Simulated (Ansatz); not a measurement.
# CH3Cl2Si radical: one molecule under many settings

How do the results and run time of CH3Cl2Si radical respond when the settings are drawn wide?

Computed with Ansatz 0.2.0, Gaussian basis. Level: the settings change from run to run.

### Step 1. The geometry

The structure was relaxed beforehand with PBE0-D4 in a triple-zeta def2 set.

7 atoms, charge 0, spin multiplicity 2.

Atoms are counted from 1 here; the program's logs count them from 0.

Bond lengths: C1–Si2 1.863 Å, C1–H5 1.091 Å, C1–H6 1.091 Å, C1–H7 1.093 Å, Si2–Cl3 2.058 Å, Si2–Cl4 2.058 Å. Angles: Si2–C1–H5 110.1°, Si2–C1–H6 110.1°, Si2–C1–H7 109.2°, H5–C1–H6 109.3°, H5–C1–H7 109.1°, H6–C1–H7 109.1°, C1–Si2–Cl3 109.2°, C1–Si2–Cl4 109.2°, Cl3–Si2–Cl4 108.8°.

As a file:

```xyz
7

C    -0.1634    0.8438   -0.1384
Si   -0.2925   -0.9034    0.4964
Cl    1.4402   -1.3902    1.4941
Cl   -0.5222   -2.1861   -1.0962
H    -1.0702    1.1123   -0.6831
H    -0.0247    1.5357    0.6942
H     0.6940    0.9197   -0.8128
```

### Step 2. PBEsol/def2-TZVPD

in.yaml reads:

```yaml
crystal:
  periodic: [false, false, false]
  atoms:
    - {symbol: C, position_ang: [-0.163372, 0.843809, -0.138450]}
    - {symbol: Si, position_ang: [-0.292520, -0.903373, 0.496421]}
    - {symbol: Cl, position_ang: [1.440165, -1.390186, 1.494117]}
    - {symbol: Cl, position_ang: [-0.522166, -2.186101, -1.096203]}
    - {symbol: H, position_ang: [-1.070250, 1.112335, -0.683065]}
    - {symbol: H, position_ang: [-0.024705, 1.535659, 0.694151]}
    - {symbol: H, position_ang: [0.694046, 0.919658, -0.812770]}
basis:
  gaussian: {orbitals: def2-TZVPD}
magnetization: {spin_polarized: true, initial_magnetization: 1}
hamiltonian: {xc: {name: PBEsol}}
output: {forces: true}
```

Run with:

```bash
> ansatz run in.yaml --threads 4 --pin off --events-out ev --progress --plain --max-ram 10444MiB
```

The program printed:

```text
Functional definition: PBEsol
  name "PBEsol"
  cite "Perdew et al., Phys. Rev. Lett. 100, 136406 (2008) doi:10.1103/PhysRevLett.100.136406"
  cite "Perdew, Burke & Ernzerhof, Phys. Rev. Lett. 77, 3865 (1996) doi:10.1103/PhysRevLett.77.3865"
  parent pbesol
  exchange = pbesol_x
  correlation = pbesol_c
1162 factors; their error is unknown
mean field evaluation 1: about -33930.8724 eV, gradient 4.4e1 eV
mean field evaluation 2: about -33912.0131 eV, gradient 6.5e1 eV
mean field evaluation 4: about -33939.7909 eV, gradient 6.9e0 eV
mean field evaluation 8: about -33939.9826 eV, gradient 2.3e-1 eV
mean field evaluation 16: about -33939.9827 eV, gradient 4.6e-5 eV
mean field -33939.98274080 eV, -1247.2713603777 hartree, gradient 4.6e-5 eV, S^2 0.751680; 0 other end points of the search recorded, 0 dependent functions left out
the calculation of the forces begins
reference -33939.98280735 eV, -1247.2713628234 hartree; 29, 28 occupied and 170, 171 virtual orbitals, 1162 factors
Total energy: -33939.98280735 eV, -1247.2713628234 hartree
Atom 0 at    -0.163372     0.843809    -0.138450 Å, force    -0.013834    -0.224509     0.078886 eV/Å
Atom 1 at    -0.292520    -0.903373     0.496421 Å, force    -0.121907     0.050273     0.077069 eV/Å
Atom 2 at     1.440165    -1.390186     1.494117 Å, force     0.122572    -0.031335     0.065760 eV/Å
Atom 3 at    -0.522166    -2.186101    -1.096203 Å, force    -0.012881    -0.086350    -0.112792 eV/Å
Atom 4 at    -1.070250     1.112335    -0.683065 Å, force    -0.279144     0.073177    -0.160503 eV/Å
Atom 5 at    -0.024705     1.535659     0.694151 Å, force     0.038832     0.201913     0.258718 eV/Å
Atom 6 at     0.694046     0.919658    -0.812770 Å, force     0.266363     0.016830    -0.207138 eV/Å
Dipole moment:    -0.108004     0.398094    -0.040525 e Å
```

Run time: 1.8 s. Hardware: 4 threads of Intel Xeon 6975P-C, shared host; peak memory 0.32 GiB.

Largest force 0.338 eV/Å, dipole 1.99 D, ⟨S²⟩ 0.752.

### Step 3. PBE0-DH/def2-mTZVPP

This run has density fitting with cc-pVTZ-jkfit, the search for lower states set to light.

Edit in.yaml of step 2 so:

```diff
@@ -11,5 +11,5 @@
 basis:
-  gaussian: {orbitals: def2-TZVPD}
+  gaussian: {orbitals: def2-mTZVPP, fitting: {mean_field: cc-pVTZ-jkfit}}
 magnetization: {spin_polarized: true, initial_magnetization: 1}
-hamiltonian: {xc: {name: PBEsol}}
-output: {forces: true}
+hamiltonian: {xc: {name: PBE0-DH}}
+scf: {lower_state_search: light}
```

Same command.

The program printed, shortened:

```text
Functional definition: PBE0-DH
  name "PBE0-DH"
  cite "Brémond & Adamo, J. Chem. Phys. 135, 024106 (2011) doi:10.1063/1.3604569"
  cite "Perdew, Burke & Ernzerhof, Phys. Rev. Lett. 77, 3865 (1996) doi:10.1103/PhysRevLett.77.3865"
[...]
532 factors; integrals over basis functions are off by at most 2.9e-1 eV
[...]
mean field -33994.93083246 eV, -1249.2906655013 hartree, gradient 4.9e-6 eV, S^2 0.752524; 0 other end points of the search recorded, 0 dependent functions left out
16 core orbitals not correlated: weight in the atoms' cores, before any rotation towards them, 1.000 or more for the frozen orbitals, at most 0.000 for the correlated occupied ones
reference -33994.93085074 eV, -1249.2906661730 hartree; 13, 12 occupied and 86, 87 virtual orbitals, 532 factors
second order -18.48903287 eV of doubles, -0.00000000 eV of singles
Total energy: -33997.24197985 eV, -1249.3755986012 hartree
```

Wall time 1.1 s (4 threads of Intel Xeon 6975P-C, shared host).

⟨S²⟩ 0.753.

### Step 4. B97/pcseg-2

Edit in.yaml of step 3 so:

```diff
@@ -11,5 +11,4 @@
 basis:
-  gaussian: {orbitals: def2-mTZVPP, fitting: {mean_field: cc-pVTZ-jkfit}}
+  gaussian: {orbitals: pcseg-2}
 magnetization: {spin_polarized: true, initial_magnetization: 1}
-hamiltonian: {xc: {name: PBE0-DH}}
-scf: {lower_state_search: light}
+hamiltonian: {xc: {name: B97}}
```

The command is unchanged.

The program printed, shortened:

```text
Functional definition: B97
  name "B97"
  cite "Becke, J. Chem. Phys. 107, 8554 (1997) doi:10.1063/1.475007"
[...]
      + integral(e_c_pw_opposite_spin*poly(b97_u_opposite, cos0, cos1, cos2))
1145 factors; their error is unknown
[...]
mean field -34008.10923203 eV, -1249.7749627526 hartree, gradient 2.2e-5 eV, S^2 0.751607; 0 other end points of the search recorded, 0 dependent functions left out
reference -34008.10926217 eV, -1249.7749638604 hartree; 29, 28 occupied and 145, 146 virtual orbitals, 1145 factors
Total energy: -34008.10926217 eV, -1249.7749638604 hartree
```

It took 3.2 s on 4 threads of Intel Xeon 6975P-C, shared host; peak memory 0.63 GiB.

⟨S²⟩ 0.752.

### Step 5. wB97X-V/aug-cc-pVDZ

Set apart from the defaults: charge +1, multiplicity 1, atoms shaken by 0.15 Å, high accuracy, the search for lower states set to full.

in.yaml reads:

```yaml
crystal:
  periodic: [false, false, false]
  atoms:
    - {symbol: C, position_ang: [-0.185380, 1.054530, -0.208690]}
    - {symbol: Si, position_ang: [-0.067648, -0.994988, 0.296423]}
    - {symbol: Cl, position_ang: [1.184266, -1.397927, 1.452656]}
    - {symbol: Cl, position_ang: [-0.439312, -2.357422, -0.966339]}
    - {symbol: H, position_ang: [-1.126164, 1.253888, -0.737727]}
    - {symbol: H, position_ang: [0.031129, 1.566828, 0.808616]}
    - {symbol: H, position_ang: [0.620368, 0.748527, -0.961711]}
basis:
  gaussian: {orbitals: aug-cc-pVDZ}
total_charge: 1
hamiltonian: {xc: {name: wB97X-V}}
accuracy: high
scf: {lower_state_search: full}
```

Same command.

The program printed, shortened:

```text
Functional definition: wB97X-V
  name "wB97X-V"
  cite "Mardirossian & Head-Gordon, Phys. Chem. Chem. Phys. 16, 9904 (2014) doi:10.1039/C3CP54374A"
  cite "Becke, J. Chem. Phys. 107, 8554 (1997) doi:10.1063/1.475007"
  cite "Vydrov & Van Voorhis, J. Chem. Phys. 133, 244103 (2010) doi:10.1063/1.3521275"
[...]
      + integral(e_c_pw_opposite_spin*poly(b97_u_opposite, cos0, cos1)) + vv10(b, c)
2626 factors; integrals over basis functions are off by at most 3.8e-9 eV
590 factors; integrals over basis functions are off by at most 2.2e-9 eV
[...]
mean field -33996.08038252 eV, -1249.3329106866 hartree, gradient 4.4e-8 eV, S^2 0.000000; 0 other end points of the search recorded, 0 dependent functions left out
reference -33996.08038212 eV, -1249.3329106719 hartree; 28, 28 occupied and 103, 103 virtual orbitals, 2626 factors
Total energy: -33996.08038212 eV, -1249.3329106719 hartree
```

Wall time 12 s (4 threads of Intel Xeon 6975P-C, shared host); peak memory 0.9 GiB.

### Step 6. PBE-QIDH/pcseg-2

Options: a point charge of 1.00 e beside it, relativity set to scalar.

in.yaml reads:

```yaml
crystal:
  periodic: [false, false, false]
  atoms:
    - {symbol: C, position_ang: [-0.163372, 0.843809, -0.138450]}
    - {symbol: Si, position_ang: [-0.292520, -0.903373, 0.496421]}
    - {symbol: Cl, position_ang: [1.440165, -1.390186, 1.494117]}
    - {symbol: Cl, position_ang: [-0.522166, -2.186101, -1.096203]}
    - {symbol: H, position_ang: [-1.070250, 1.112335, -0.683065]}
    - {symbol: H, position_ang: [-0.024705, 1.535659, 0.694151]}
    - {symbol: H, position_ang: [0.694046, 0.919658, -0.812770]}
basis:
  gaussian: {orbitals: pcseg-2, point_charges: [{charge: 1.00, position_ang: [4.725, -0.995, 0.250]}]}
magnetization: {spin_polarized: true, initial_magnetization: 1}
hamiltonian: {xc: {name: PBE-QIDH}, pseudopotentials: {relativity: scalar}}
```

Launched as before.

The program printed, shortened:

```text
Functional definition: PBE-QIDH
  name "PBE-QIDH"
  cite "Brémond, Sancho-García, Pérez-Jiménez & Adamo, J. Chem. Phys. 141, 031101 (2014) doi:10.1063/1.4890314"
  cite "Perdew, Burke & Ernzerhof, Phys. Rev. Lett. 77, 3865 (1996) doi:10.1103/PhysRevLett.77.3865"
[...]
1075 factors; integrals over basis functions are off by at most 9.1e-4 eV
[...]
mean field -34070.14957351 eV, -1252.0549032496 hartree, gradient 8.7e-6 eV, S^2 0.752935; 0 other end points of the search recorded, 0 dependent functions left out
16 core orbitals not correlated: weight in the atoms' cores, before any rotation towards them, 1.000 or more for the frozen orbitals, at most 0.000 for the correlated occupied ones
reference -34070.14958618 eV, -1252.0549037154 hartree; 13, 12 occupied and 145, 146 virtual orbitals, 1075 factors
second order -19.12146779 eV of doubles, -0.00000000 eV of singles
Total energy: -34076.52340878 eV, -1252.2891373755 hartree
Relativity: scalar
```

Wall time 2.6 s (4 threads of Intel Xeon 6975P-C, shared host); peak memory 0.5 GiB.

⟨S²⟩ 0.753.

### Step 7. r2SCAN50/aug-cc-pVDZ

Options: atoms shaken by 0.15 Å, D3(BJ) with three-body dispersion.

in.yaml reads:

```yaml
crystal:
  periodic: [false, false, false]
  atoms:
    - {symbol: C, position_ang: [-0.278199, 0.760433, -0.128310]}
    - {symbol: Si, position_ang: [-0.253062, -0.822090, 0.198195]}
    - {symbol: Cl, position_ang: [1.426964, -1.158441, 1.378835]}
    - {symbol: Cl, position_ang: [-0.473672, -2.012286, -1.349049]}
    - {symbol: H, position_ang: [-1.072199, 0.960519, -0.599959]}
    - {symbol: H, position_ang: [0.314703, 1.239451, 0.494634]}
    - {symbol: H, position_ang: [1.045294, 1.060068, -0.813679]}
basis:
  gaussian: {orbitals: aug-cc-pVDZ}
magnetization: {spin_polarized: true, initial_magnetization: 1}
hamiltonian: {xc: {name: r2SCAN50}, dispersion: d3bjatm}
output: {forces: true}
```

The command is unchanged.

The program printed, shortened:

```text
Functional definition: r2SCAN50
  name "r2SCAN50"
  cite "Bursch, Neugebauer, Ehlert & Grimme, J. Chem. Phys. 156, 134105 (2022) doi:10.1063/5.0086040"
  cite "Furness, Kaplan, Ning, Perdew & Sun, J. Phys. Chem. Lett. 11, 8208 (2020) doi:10.1021/acs.jpclett.0c02405"
  cite "Furness, Kaplan, Ning, Perdew & Sun, J. Phys. Chem. Lett. 11, 9248 (2020) doi:10.1021/acs.jpclett.0c03077"
  parent r2scan
[...]
1301 factors; integrals over basis functions are off by at most 7.2e-4 eV
[...]
mean field -34003.67425591 eV, -1249.6119803864 hartree, gradient 7.7e-5 eV, S^2 0.777843; 0 other end points of the search recorded, 0 dependent functions left out
[...]
reference -34003.67427976 eV, -1249.6119812630 hartree; 29, 28 occupied and 102, 103 virtual orbitals, 1301 factors
Total energy: -34003.75691274 eV, -1249.6150179690 hartree
Atom 0 at    -0.278199     0.760433    -0.128310 Å, force     8.024384     2.253869    -2.733679 eV/Å
Atom 1 at    -0.253062    -0.822090     0.198195 Å, force     0.520744    -5.965717     3.747216 eV/Å
Atom 2 at     1.426964    -1.158441     1.378835 Å, force     0.153201    -0.368000    -0.120335 eV/Å
Atom 3 at    -0.473672    -2.012286    -1.349049 Å, force    -0.089290    -1.520233    -1.785018 eV/Å
Atom 4 at    -1.072199     0.960519    -0.599959 Å, force    -6.020859     3.366457    -3.840450 eV/Å
Atom 5 at     0.314703     1.239451     0.494634 Å, force     0.977959     3.392020     4.307994 eV/Å
Atom 6 at     1.045294     1.060068    -0.813679 Å, force    -3.566138    -1.158396     0.424272 eV/Å
Dipole moment:    -0.164941     0.378752    -0.133976 e Å
```

It took 4 s on 4 threads of Intel Xeon 6975P-C, shared host; peak memory 0.51 GiB.

Largest force 8.772 eV/Å, dipole 2.09 D, ⟨S²⟩ 0.778.

### Step 8. HSE06/def2-TZVP

Options: density fitting with def2-universal-jkfit, the search for lower states set to full.

in.yaml reads:

```yaml
crystal:
  periodic: [false, false, false]
  atoms:
    - {symbol: C, position_ang: [-0.163372, 0.843809, -0.138450]}
    - {symbol: Si, position_ang: [-0.292520, -0.903373, 0.496421]}
    - {symbol: Cl, position_ang: [1.440165, -1.390186, 1.494117]}
    - {symbol: Cl, position_ang: [-0.522166, -2.186101, -1.096203]}
    - {symbol: H, position_ang: [-1.070250, 1.112335, -0.683065]}
    - {symbol: H, position_ang: [-0.024705, 1.535659, 0.694151]}
    - {symbol: H, position_ang: [0.694046, 0.919658, -0.812770]}
basis:
  gaussian: {orbitals: def2-TZVP, fitting: {mean_field: def2-universal-jkfit}}
magnetization: {spin_polarized: true, initial_magnetization: 1}
hamiltonian: {xc: {name: HSE06}}
scf: {lower_state_search: full}
output: {forces: true}
```

The command is unchanged.

The program printed, shortened:

```text
Functional definition: HSE06
  name "HSE06"
  cite "Heyd, Scuseria & Ernzerhof, J. Chem. Phys. 118, 8207 (2003) doi:10.1063/1.1564060"
  cite "Krukau, Vydrov, Izmaylov & Scuseria, J. Chem. Phys. 125, 224106 (2006) doi:10.1063/1.2404663"
  cite "Heyd & Scuseria, J. Chem. Phys. 120, 7274 (2004) doi:10.1063/1.1668634"
  cite "Ernzerhof & Perdew, J. Chem. Phys. 109, 3313 (1998) doi:10.1063/1.476928"
  cite "Perdew, Burke & Ernzerhof, Phys. Rev. Lett. 77, 3865 (1996) doi:10.1103/PhysRevLett.77.3865"
  parent pbe
[...]
  # The whole range is PBE's own exchange, as in plane waves. The composition of these papers is wPBEh.
[...]
513 factors; integrals over basis functions are off by at most 3.5e-1 eV
513 factors; integrals over basis functions are off by at most 1.8e-7 eV
[...]
mean field -33998.78631605 eV, -1249.4323519098 hartree, gradient 3.5e-5 eV, S^2 0.752084; 3 other end points of the search recorded, 0 dependent functions left out
[...]
reference -33998.78635406 eV, -1249.4323533064 hartree; 29, 28 occupied and 131, 132 virtual orbitals, 513 factors
Total energy: -33998.78635406 eV, -1249.4323533064 hartree
Atom 0 at    -0.163372     0.843809    -0.138450 Å, force    -0.000545     0.011700    -0.003870 eV/Å
Atom 1 at    -0.292520    -0.903373     0.496421 Å, force    -0.006406    -0.001442     0.005462 eV/Å
Atom 2 at     1.440165    -1.390186     1.494117 Å, force     0.018417    -0.008145     0.018755 eV/Å
Atom 3 at    -0.522166    -2.186101    -1.096203 Å, force    -0.009170    -0.019422    -0.017396 eV/Å
Atom 4 at    -1.070250     1.112335    -0.683065 Å, force    -0.004364     0.004728    -0.001897 eV/Å
Atom 5 at    -0.024705     1.535659     0.694151 Å, force    -0.000962     0.006076     0.002937 eV/Å
Atom 6 at     0.694046     0.919658    -0.812770 Å, force     0.003030     0.006504    -0.003992 eV/Å
Dipole moment:    -0.123629     0.400568    -0.029448 e Å
```

Wall time 4.2 s (4 threads of Intel Xeon 6975P-C, shared host); peak memory 0.52 GiB.

Largest force 0.028 eV/Å, dipole 2.02 D, ⟨S²⟩ 0.752.

### Step 9. wB97/x2c-TZVPPall

Set apart from the defaults: high accuracy.

Edit in.yaml of step 8 so:

```diff
@@ -11,6 +11,6 @@
 basis:
-  gaussian: {orbitals: def2-TZVP, fitting: {mean_field: def2-universal-jkfit}}
+  gaussian: {orbitals: x2c-TZVPPall}
 magnetization: {spin_polarized: true, initial_magnetization: 1}
-hamiltonian: {xc: {name: HSE06}}
-scf: {lower_state_search: full}
+hamiltonian: {xc: {name: wB97}}
+accuracy: high
 output: {forces: true}
```

The command is unchanged.

The program printed, shortened:

```text
Functional definition: wB97
  name "wB97"
  cite "Chai & Head-Gordon, J. Chem. Phys. 128, 084106 (2008) doi:10.1063/1.2834918"
  cite "Becke, J. Chem. Phys. 107, 8554 (1997) doi:10.1063/1.475007"
[...]
  # The coefficients of nought are those of the uniform gas.
[...]
      + integral(e_c_pw_opposite_spin*poly(b97_u_opposite, 1, cos1, cos2, cos3, cos4))
3242 factors; integrals over basis functions are off by at most 3.0e-8 eV
647 factors; integrals over basis functions are off by at most 2.0e-9 eV
[...]
mean field -34106.26774254 eV, -1253.3822214799 hartree, gradient 3.7e-8 eV, S^2 0.752351; 0 other end points of the search recorded, 0 dependent functions left out
[...]
reference -34106.26774178 eV, -1253.3822214518 hartree; 29, 28 occupied and 170, 171 virtual orbitals, 3242 factors
Total energy: -34106.26774178 eV, -1253.3822214518 hartree
Relativity: scalar
Atom 0 at    -0.163372     0.843809    -0.138450 Å, force    -0.015188    -0.024365     0.018258 eV/Å
Atom 1 at    -0.292520    -0.903373     0.496421 Å, force     0.112538    -0.089616    -0.057541 eV/Å
Atom 2 at     1.440165    -1.390186     1.494117 Å, force    -0.115085     0.028392    -0.066336 eV/Å
Atom 3 at    -0.522166    -2.186101    -1.096203 Å, force     0.016253     0.081573     0.107301 eV/Å
Atom 4 at    -1.070250     1.112335    -0.683065 Å, force     0.023857     0.009803     0.007585 eV/Å
Atom 5 at    -0.024705     1.535659     0.694151 Å, force    -0.002246    -0.000800    -0.026396 eV/Å
Atom 6 at     0.694046     0.919658    -0.812770 Å, force    -0.020129    -0.004988     0.017128 eV/Å
Dipole moment:    -0.130364     0.409591    -0.027117 e Å
```

It took 18 s on 4 threads of Intel Xeon 6975P-C, shared host; peak memory 1.6 GiB.

Largest force 0.155 eV/Å, dipole 2.07 D, ⟨S²⟩ 0.752.

### Step 10. B3LYP5/cc-pVTZ

Options: atoms shaken by 0.15 Å, high accuracy.

in.yaml reads:

```yaml
crystal:
  periodic: [false, false, false]
  atoms:
    - {symbol: C, position_ang: [-0.268140, 1.108322, -0.212955]}
    - {symbol: Si, position_ang: [-0.352169, -0.916928, 0.353019]}
    - {symbol: Cl, position_ang: [1.312654, -1.364186, 1.563730]}
    - {symbol: Cl, position_ang: [-0.376738, -2.125453, -0.981186]}
    - {symbol: H, position_ang: [-1.351672, 1.003465, -0.687206]}
    - {symbol: H, position_ang: [0.173196, 1.635835, 0.517919]}
    - {symbol: H, position_ang: [0.353632, 0.797260, -0.631213]}
basis:
  gaussian: {orbitals: cc-pVTZ}
magnetization: {spin_polarized: true, initial_magnetization: 1}
hamiltonian: {xc: {name: B3LYP5}}
accuracy: high
```

Launched as before.

The program printed, shortened:

```text
Functional definition: B3LYP5
  name "B3LYP5"
  cite "Stephens, Devlin, Chabalowski & Frisch, J. Phys. Chem. 98, 11623 (1994) doi:10.1021/j100096a001"
  cite "Becke, Phys. Rev. A 38, 3098 (1988) doi:10.1103/PhysRevA.38.3098"
  cite "Lee, Yang & Parr, Phys. Rev. B 37, 785 (1988) doi:10.1103/PhysRevB.37.785"
  cite "Vosko, Wilk & Nusair, Can. J. Phys. 58, 1200 (1980) doi:10.1139/p80-159"
[...]
2932 factors; integrals over basis functions are off by at most 3.3e-9 eV
[...]
mean field -34003.25320745 eV, -1249.5965071410 hartree, gradient 7.4e-8 eV, S^2 0.753374; 0 other end points of the search recorded, 0 dependent functions left out
reference -34003.25324515 eV, -1249.5965085262 hartree; 29, 28 occupied and 145, 146 virtual orbitals, 2932 factors
Total energy: -34003.25324515 eV, -1249.5965085262 hartree
```

Wall time 6.5 s (4 threads of Intel Xeon 6975P-C, shared host); peak memory 1.1 GiB.

⟨S²⟩ 0.753.

### Step 11. All runs side by side

```tsv
level	charge	multiplicity	geometry	functions	energy (eV)	time
PBEsol/def2-TZVPD	0	2	relaxed	199	-33939.983	1.8 s
PBE0-DH/def2-mTZVPP	0	2	relaxed	115	-33997.242	1.1 s
B97/pcseg-2	0	2	relaxed	174	-34008.109	3.2 s
wB97X-V/aug-cc-pVDZ	1	1	shaken	131	-33996.080	12 s
PBE-QIDH/pcseg-2	0	2	relaxed, point charge	174	-34076.523	2.6 s
r2SCAN50/aug-cc-pVDZ	0	2	shaken	131	-34003.757	4 s
HSE06/def2-TZVP	0	2	relaxed	160	-33998.786	4.2 s
wB97/x2c-TZVPPall	0	2	relaxed	199	-34106.268	18 s
B3LYP5/cc-pVTZ	0	2	shaken	174	-34003.253	6.5 s
```

### Step 12. Results

```
                                         quantity                       value
                                             runs                           9
                                         quickest  PBE0-DH/def2-mTZVPP, 1.1 s
                                          slowest     wB97/x2c-TZVPPall, 18 s
spread of total energies, same state and geometry                    166.3 eV
                  dipole, same state and geometry              1.99 to 2.07 D
```

**Reading.** wB97/x2c-TZVPPall took 15 times as long as PBE0-DH/def2-mTZVPP. The jobs differ in tasks and options as well as level. Total energies at one charge and spin differ by 166 eV between levels, so only differences within one level mean anything. Some of these runs are scalar-relativistic and others not, which shifts the totals of all-electron atoms past neon by several eV an atom and more; core potentials, where a basis has them, take the core out of the total altogether. At the PBE0-D4/def2-TZVP geometry and in the same state, the sound runs without point charges leave forces up to 0.34 eV/Å (PBEsol/def2-TZVPD), against 8.8 eV/Å where the atoms were moved. At that geometry and state the dipole changes by 4 % between the lowest and highest value.
